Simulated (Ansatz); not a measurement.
Task: vertical and adiabatic energies of changing the electron count of FH2NSn, SMILES [NH2][Sn][F], with Ansatz's Python interface. Give the script and its output. Use (for the species named): CAM-B3LYP, def2-SVP basis, multiplicity 1.

```xyz
5

N    -0.6878    0.5717   -0.3355
Sn    0.0037   -0.3588    1.3093
F     1.5476   -1.3777    0.7930
H     0.1143    1.2162   -0.7265
H    -0.9279   -0.1250   -1.0818
```

The script, `adiabatic_fh2nsn.py`:
```python
"""Vertical and adiabatic ionisation of FH2NSn."""

import itertools

import ansatz as az
from ase.data import atomic_numbers, covalent_radii
import numpy as np


def main() -> None:
    mol = (
        az.Crystal.molecule()
        .atom("N", (-0.6878, 0.5717, -0.3355))
        .atom("Sn", (0.0037, -0.3588, 1.3093))
        .atom("F", (1.5476, -1.3777, 0.793))
        .atom("H", (0.1143, 1.2162, -0.7265))
        .atom("H", (-0.9279, -0.125, -1.0818))
    )

    job = (
        mol.calculation()
        .basis(gaussian="def2-SVP")
        .functional("cam_b3lyp")
    )
    symbols = [site.symbol for site in mol.cartesian_sites]
    start = np.array([site.position_ang for site in mol.cartesian_sites], dtype=float)
    rep = job.relax(force_tolerance=0.01).run(threads=1).report
    end = np.array(rep["positions_ang"])

    minimum = az.Crystal.molecule()
    for symbol, place in zip(symbols, end):
        minimum = minimum.atom(symbol, place.tolist())
    ion = (
        minimum.calculation()
        .basis(gaussian="def2-SVP")
        .functional("cam_b3lyp")
        .charge(1)
        .spin("collinear", total=1)
    )
    vertical = ion.run(threads=1).report
    settled = ion.relax(force_tolerance=0.01, max_steps=80).run(threads=1).report
    print(f"vertical ionisation energy   {vertical['free_energy_ev'] - rep['free_energy_ev']:.3f} eV")
    print(f"adiabatic, no zero point     {settled['free_energy_ev'] - rep['free_energy_ev']:.3f} eV")
    print(f"relaxation energy of the ion {vertical['free_energy_ev'] - settled['free_energy_ev']:.3f} eV")
    ionised = np.array(settled["positions_ang"])
    # pairs closer than 1.2 times the sum of covalent radii, before or after
    radius = [covalent_radii[atomic_numbers[s]] for s in symbols]
    span = lambda where, i, j: np.linalg.norm(where[i] - where[j])
    bonded = [(i, j) for i, j in itertools.combinations(range(len(symbols)), 2) if min(span(end, i, j), span(ionised, i, j)) < 1.2 * (radius[i] + radius[j])]
    print("pair        before    after (A)")
    for i, j in bonded:
        print(f"{symbols[i]}{i}-{symbols[j]}{j}".ljust(10), f"{span(end, i, j):8.4f} {span(ionised, i, j):8.4f}")


if __name__ == "__main__":
    main()
```

Running `python adiabatic_fh2nsn.py` prints:
```text
vertical ionisation energy   9.602 eV
adiabatic, no zero point     8.802 eV
relaxation energy of the ion 0.799 eV
pair        before    after (A)
N0-Sn1       2.0159   2.3841
N0-H3        1.0155   1.0320
N0-H4        1.0175   1.0342
Sn1-F2       1.9585   1.9211
```

Reading the output:
- The energies are electronic: no zero-point or thermal terms, and the basis set is short of its limit. The product may relax into another structure. Each relaxation finds its nearest minimum, which needn't be the lowest.
- def2 sets replace the cores of elements past krypton by effective core potentials.
- Wall time of the script: 90 s on 1 thread of Arm Neoverse V1 (shared host), peak memory 0.26 GiB.
